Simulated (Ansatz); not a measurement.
**CH₄CdO: a ladder of functionals and wavefunction methods**

How much do the methods differ for CH₄CdO? The plan is to run it at one geometry with functionals of several rungs and with coupled cluster. The yardstick is the atomisation energy at the CCSD(T) limit.

Computed with Ansatz 0.2.0, Gaussian basis. Level: functionals in def2-TZVPP, the program's frozen cores in correlated methods.

Levels to be run: LDA (SPW92), PBE-D4, revPBE-D4, BLYP-D4, r2SCAN-D4, B97M-V, PBE0-D4, B3LYP-D4, r2SCANh-D4, r2SCAN0-D4, HSE06-D4, BHLYP-D4, CAM-B3LYP-D4, LC-ωPBE, ωB97X-V, ωB97M-V, B2PLYP, PBE-QIDH; CCSD(T)/def2-SVP; CCSD(T)/def2-TZVPP; MP2/def2-QZVPP; extrapolation to the limit; RPA on PBE.

## Step 1: The geometry

All runs share one geometry, relaxed beforehand with PBE0-D4 in a triple-zeta def2 set. Cd takes the def2 core potential; no spin-orbit term is included.

SMILES `[CH3][Cd][OH]`, 7 atoms, charge 0, spin multiplicity 1.

Atoms are counted from 1 here; the program's logs count them from 0.

Bond lengths: C1–Cd2 2.086 Å, C1–H4 1.090 Å, C1–H5 1.090 Å, C1–H6 1.090 Å, Cd2–O3 1.975 Å, O3–H7 0.959 Å. Angles: Cd2–C1–H4 110.0°, Cd2–C1–H5 110.0°, Cd2–C1–H6 110.0°, H4–C1–H5 108.9°, H4–C1–H6 109.0°, H5–C1–H6 108.9°, C1–Cd2–O3 176.4°, Cd2–O3–H7 114.4°.

## Step 2: LDA

This LDA is Slater exchange with PW92 correlation.

in.yaml reads:

```yaml
crystal:
  periodic: [false, false, false]
  atoms:
    - {symbol: C, position_ang: [-1.132059, 0.697022, -0.306134]}
    - {symbol: Cd, position_ang: [0.538182, -0.411320, 0.269851]}
    - {symbol: O, position_ang: [2.056000, -1.497105, 0.916139]}
    - {symbol: H, position_ang: [-1.939282, 0.027951, -0.605454]}
    - {symbol: H, position_ang: [-0.877911, 1.343347, -1.146760]}
    - {symbol: H, position_ang: [-1.472900, 1.315581, 0.524674]}
    - {symbol: H, position_ang: [2.827979, -1.475486, 0.347684]}
basis:
  gaussian: {orbitals: def2-TZVPP}
hamiltonian: {xc: lda}
output: {orbitals: {seedname: orbitals}}
```

The run is started by

```bash
$ ansatz run in.yaml --threads 4 --pin off --events-out ev --progress --plain --max-ram 10444MiB
```

Further steps of the session: PBE-D4 (GGA); revPBE-D4 (GGA); BLYP-D4 (GGA); r2SCAN-D4 (meta-GGA); B97M-V (meta-GGA); B3LYP-D4 (hybrid); r2SCANh-D4 (hybrid); r2SCAN0-D4 (hybrid); HSE06-D4 (hybrid); BHLYP-D4 (hybrid); CAM-B3LYP-D4 (range-separated); LC-ωPBE (range-separated); ωB97X-V (range-separated); ωB97M-V (range-separated); B2PLYP (double hybrid); PBE-QIDH (double hybrid); CCSD(T) in def2-SVP; CCSD(T) in def2-TZVPP; MP2 in def2-QZVPP; RPA on PBE orbitals.

Before running them: what should the planned runs give, taken together? Wanted: atomisation energy, CCSD(T)/CBS; farthest beyond LDA; mean size of error, GGA; mean size of error, meta-GGA; mean size of error, hybrid; mean size of error, range-separated; mean size of error, double hybrid; gap, smallest and largest; T1 diagnostic.

**Answer**, as computed:

| quantity | value |
| --- | --- |
| atomisation energy, CCSD(T)/CBS | 2153.8 kJ/mol |
| functionals within 10.8 kJ/mol (0.5 %) | r2SCAN-D4, CAM-B3LYP-D4, ωB97X-V, ωB97M-V |
| farthest beyond LDA | BHLYP-D4 (-99.4 kJ/mol) |
| mean size of error, GGA | 28.1 kJ/mol |
| mean size of error, meta-GGA | 14.6 kJ/mol |
| mean size of error, hybrid | 36.5 kJ/mol |
| mean size of error, range-separated | 5.3 kJ/mol |
| mean size of error, double hybrid | 34.8 kJ/mol |
| gap, smallest and largest | 4.58 eV (BLYP-D4), 11.94 eV (LC-ωPBE) |
| T1 diagnostic | 0.0143 |
| triples share of the correlation energy | 3.2 % |

The LDA atomisation energy is off by 323.1 kJ/mol (15 %): it overbinds. PBE-D4 misses by +26.8 kJ/mol. Double hybrids carry the basis error of their MP2 part in triple zeta, and no dispersion term here, so their miss is partly the set-up's. By mean error the best rung here is range-separated (5.3 kJ/mol) and the worst beyond LDA is hybrid (36.5 kJ/mol). The mean of the hybrids holds BHLYP, with half exact exchange. Misses under about 10.8 kJ/mol are within the doubt on the reference itself, which lacks core-valence correlation, spin-orbit coupling and higher excitations. All levels share the lack of spin-orbit coupling, which lowers the free heavy atoms and so the true binding. Hartree-Fock recovers 69 % of the binding; the rest is correlation. CCSD(T) in def2-SVP is off by -141.5 kJ/mol, so the small basis spoils what the method gains. Orbital gaps span 4.6 to 11.9 eV; exact exchange widens them. Correlated methods include outer-core shells of Cd, which these sets cover unevenly.
